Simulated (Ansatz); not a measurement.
CH4OSn, SMILES O=[CH][SnH3]: a ladder of basis sets, run with the Python package of Ansatz (0.2.0).

`basis.py`:
```python
"""How the energy of CH4OSn converges with the basis."""

import logging
import sys

import ansatz

logging.basicConfig(stream=sys.stdout, format="%(levelname)s %(message)s")
log = logging.getLogger("calc")
log.setLevel(logging.INFO)

GEOMETRY = """
O    -0.04030   -1.90100    1.13990
C    -0.43000   -1.22650    0.14080
Sn    0.21190    0.77080   -0.13340
H    -0.99570   -1.67010   -0.60540
H    -0.39880    1.40150   -1.63360
H    -0.30680    1.76470    1.22130
H     2.02100    0.79260   -0.17540
"""


def main() -> None:
    system = ansatz.Crystal.molecule()
    for line in GEOMETRY.strip().splitlines():
        symbol, *xyz = line.split()
        system = system.atom(symbol, [float(v) for v in xyz])

    calc = system.calculation().functional("b3lyp")

    energies = {}
    for basis in ["def2-SVP", "def2-SVPD", "def2-TZVP", "def2-TZVPP"]:
        data = calc.basis(gaussian=basis).run().report
        size = data["n_frozen"] + data["n_occupied"][0] + data["n_virtual"][0]
        energies[basis] = (data["reference_energy_ev"] / 27.211386246, data["free_energy_ev"] / 27.211386246)
        log.info(f"{basis:14s} {size:4d} orbitals  reference {energies[basis][0]:14.6f} Ha  total {energies[basis][1]:14.6f} Ha")

    last = energies["def2-TZVPP"][1]
    for basis, (_, total) in energies.items():
        log.info(f"{basis:14s} lies {27.211386 * (total - last):9.4f} eV above def2-TZVPP")


if __name__ == "__main__":
    main()
```

How far does the total energy move along this ladder of basis sets?

Against def2-SVP: def2-SVPD -12.1 mHa, def2-TZVP -149.6 mHa and def2-TZVPP -150.5 mHa. The last step alone is -0.92 mHa (these two sets differ little on atoms other than hydrogen). From the first set to the last the time grows from 2.0 to 4.5 s.

The run itself:

`python basis.py` gives:
```text
INFO def2-SVP         74 orbitals  reference    -329.938874 Ha  total    -329.938874 Ha
INFO def2-SVPD       107 orbitals  reference    -329.950929 Ha  total    -329.950929 Ha
INFO def2-TZVP       136 orbitals  reference    -330.088453 Ha  total    -330.088453 Ha
INFO def2-TZVPP      168 orbitals  reference    -330.089375 Ha  total    -330.089375 Ha
INFO def2-SVP       lies    4.0953 eV above def2-TZVPP
INFO def2-SVPD      lies    3.7673 eV above def2-TZVPP
INFO def2-TZVP      lies    0.0251 eV above def2-TZVPP
INFO def2-TZVPP     lies    0.0000 eV above def2-TZVPP
```

The drop along the ladder measures the basis error, and is no property of the molecule. The geometry is a force-field or estimated start, not a minimum of this method, and the last set is no limit. Much of the fall in a total is atomic energy, which cancels in bond and reaction energies. def2 sets replace the cores of elements past krypton by effective core potentials. b3lyp holds the VWN-RPA fit, as in Gaussian; the form of ORCA and Turbomole is b3lyp5. Run time: 14 s on 1 thread of Arm Neoverse V1, with other jobs on the host, peak memory 0.36 GiB.

(Lines on the test bed's own set-up are left out of the output.)
